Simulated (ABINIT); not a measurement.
The system is AlSn.

```
CELL_PARAMETERS angstrom
4.19811 0.00000 0.00000
-2.09905 3.63567 0.00000
0.00000 0.00000 3.30685
ATOMIC_POSITIONS crystal
Sn 0.33333 0.66667 0.50000
Al 0.00000 0.00000 0.00000
```

The cell comes from a database or a generator and needn't be the stable form of this composition.

```yaml
Program: ABINIT 10.8.3 (patched build)
Task: relaxation of cell and atoms
Functional: r2SCAN
Potentials_or_basis: JTH PAW PBE v2.0
Cutoff: 707 eV
k_mesh: 4 × 4 × 5
Occupations: fermi-dirac, width 0.05 eV
Spin: no spin polarisation
```

At the start: pressure -1.2 GPa; volume 25.24 Å³/atom.

Q: How do energy, volume and symmetry change on relaxing?

A: Over 7 steps the energy falls by 2.9 meV/atom and the volume is 24.62 Å³/atom (-2.4 %); space group P-6m2 (No. 187, to 0.05 Å).

The path:
```csv
step,energy change (eV),largest force (eV/Å),pressure (GPa),volume (Å³)
1,0.0000,0.0000,-1.19,50.47
2,-0.0015,0.0000,-1.02,50.29
3,-0.0057,0.0000,0.15,49.15
4,-0.0057,0.0000,0.06,49.21
5,-0.0058,0.0000,-0.01,49.26
6,-0.0058,0.0000,-0.02,49.26
7,-0.0058,0.0000,-0.02,49.25
```

Final structure:
```
CELL_PARAMETERS angstrom
4.14963 0.00000 0.00000
-2.07482 3.59369 0.00000
0.00000 0.00000 3.30251
ATOMIC_POSITIONS crystal
Sn 0.33333 0.66667 0.50000
Al 0.00000 0.00000 0.00000
```

Caveat: the k mesh is coarse (spacing up to 0.43 Å⁻¹), so the values aren't converged; the PAW data sets were made with another functional, which shifts forces and pressure a little.
